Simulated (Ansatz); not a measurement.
# GeH3I: the cost of one run

All numbers are computed with Ansatz 0.2.0, driven from Python. Level of theory: B3LYP/def2-SVP.

## (1) The system

Bond lengths: Ge1–I2 2.514 Å, Ge1–H3 1.618 Å, Ge1–H4 1.506 Å, Ge1–H5 1.516 Å. Angles: I2–Ge1–H3 109.0°, I2–Ge1–H4 110.7°, I2–Ge1–H5 112.9°, H3–Ge1–H4 105.6°, H3–Ge1–H5 109.6°, H4–Ge1–H5 108.9°.

The script holds or builds the structure itself.

## (2) The code

Contents of relaxed_scan_geh3i.py:

```python
"""Relaxed scan of one distance in GeH3I."""

import ansatz
from ase import Atoms
import numpy as np

atoms = Atoms(["Ge", "I", "H", "H", "H"], positions=[
    (0.0233, -0.0194, -0.1858),
    (0.1961, -0.3846, 2.296),
    (-0.388, 1.5205, -0.4634),
    (-1.0911, -0.8478, -0.7683),
    (1.3096, -0.3423, -0.9199),
])
geh3i = ansatz.Crystal.molecule_from_ase(atoms)

job = geh3i.calculation()
job = job.basis(gaussian="def2-SVP")
job = job.functional("b3lyp")
symbols = [site.symbol for site in geh3i.cartesian_sites]
pairs = [(0, 1), (0, 2), (0, 3), (0, 4)]
print("held (A)   E (eV)        ", "  ".join(f"{symbols[i]}{i}-{symbols[j]}{j}" for i, j in pairs))
for length in [1.39, 1.51, 1.63, 1.81, 2.03]:
    report = job.relax(constraints=[ansatz.DistanceConstraint((0, 3), at=length)], force_tolerance=0.02, max_steps=60).run(threads=1, backend="cpu").report
    xyz = np.array(report["positions_ang"])
    print(f"{length:6.2f} {report['free_energy_ev']:14.5f}  ", "  ".join(f"{np.linalg.norm(xyz[i] - xyz[j]):.3f}" for i, j in pairs))
```

## (3) Running it

Run with:

```
> python relaxed_scan_geh3i.py
```

**Question.** How long does this script take on 1 thread of Intel Xeon 6975P-C (Granite Rapids), shared host, and how much memory does it need?

About 66 s, with a peak of 0.24 GiB.
